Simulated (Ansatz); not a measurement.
# Manganese, omega (AlB2-type) under PBEsol: ground state and equation of state

What does PBEsol give for manganese in the omega (AlB2-type) structure? We relax it, solve it on a dense k-mesh, then scale the cell to 7 volumes from 88 to 112 % of the relaxed one and try a fit of the equation of state. Spin polarisation is left out, though the real metal is magnetic, so this state lies above the ground state. The k-meshes are 9×9×13 for the relaxation; 12×12×17 for the dense run; 11×11×15 for the volumes.

Method: DFT PBEsol, plane waves (420 eV) with PAW, scalar-relativistic; PAW files made under PBE, frozen cores solved again for the functional, in Ansatz 0.2.0.

**1. The structure to begin with**

The structure is hexagonal, space group P6/mmm (No. 191). The conventional cell has a = 4.049 Å, b = 4.049 Å, c = 2.482 Å, α = 90.00°, β = 90.00°, γ = 120.00°. Mn (site symmetry 6/mmm) is surrounded by 14 Mn at 2.48 to 2.65 Å. Mn (site symmetry -6m2) has 11 Mn at 2.34 to 2.65 Å as nearest neighbours.

Structure file:

```cif
data_structure
_symmetry_space_group_name_H-M 'P6/mmm'
_symmetry_Int_Tables_number 191
_cell_length_a 4.0493
_cell_length_b 4.0493
_cell_length_c 2.4822
_cell_angle_alpha 90.000
_cell_angle_beta 90.000
_cell_angle_gamma 120.000
_cell_volume 35.25
loop_
_atom_site_label
_atom_site_type_symbol
_atom_site_symmetry_multiplicity
_atom_site_Wyckoff_symbol
_atom_site_fract_x
_atom_site_fract_y
_atom_site_fract_z
_atom_site_occupancy
Mn1 Mn 1 a 0.00000 0.00000 0.00000 1
Mn2 Mn 2 d 0.33333 0.66667 0.50000 1
```

**2. Relaxing cell and atoms**

input.yaml

```yaml
crystal:
  lattice:
    - [4.0493320461, 0.0, 0.0]
    - [-2.024666023, 3.5068244202, 0.0]
    - [0.0, 0.0, 2.4822405442]
  atoms:
    - { symbol: Mn, position: [0.0, 0.0, 0.0] }
    - { symbol: Mn, position: [0.3333333333, 0.6666666667, 0.5] }
    - { symbol: Mn, position: [0.6666666667, 0.3333333333, 0.5] }
hamiltonian:
  xc: pbesol
  pseudopotentials:
    kind: paw
    azcp:
      Mn: "pseudopotentials/Mn.paw.azcp"
basis:
  ecutwfc: 420
  fft_grid_basis: typed
kpoints:
  mp_grid: { grid: [9, 9, 13], shift: [0, 0, 0] }
magnetization:
  spin_polarized: false
scf:
  occupations: { method: fermi_dirac, width: 0.1 }
relax:
  max_steps: 60
  f_tol: 0.01
  cell: {}
output:
  write_density: true
  write_potential: true
  elf: true
  volumetric_format: npy
```

The runs that follow: Dense single point; Volume × 0.88; Volume × 0.92; Volume × 0.96; Volume × 1.0; Volume × 1.04; Volume × 1.08; Volume × 1.12.

Q: Predict the outcome of this session. Wanted: space group; conventional cell; volume; shortest distance; gap on the mesh; relative to alpha-Mn; V₀, B₀, B₀′.

The runs gave:

```
                                 quantity                                   value
           space group (spins left aside)                        P6/mmm (No. 191)
                        conventional cell  a = 3.857 Å, c = 2.421 Å (c/a = 0.628)
                                   volume                          10.397 Å³/atom
                        shortest distance                                 2.227 Å
                          gap on the mesh            none (levels filled in part)
relative to alpha-Mn (A12), ferrimagnetic                           +102 meV/atom
                              V₀, B₀, B₀′            10.379 Å³/atom, 304 GPa, 4.3
```

**Reading.** From the guessed start the volume shrank by 11.5 % in 6 steps. Against the reference form of manganese (alpha-Mn (A12), ferrimagnetic, computed apart with the same settings) it stands 102 meV/atom higher; part of this is magnetic energy, as this run has no moments. Levels at the Fermi energy are filled in part, as in a metal. B₀ comes out at 304 GPa, among the stiffest elements; letting shape and positions relax at each volume could only lower it. Relaxation kept the symmetry; phonons were not checked.
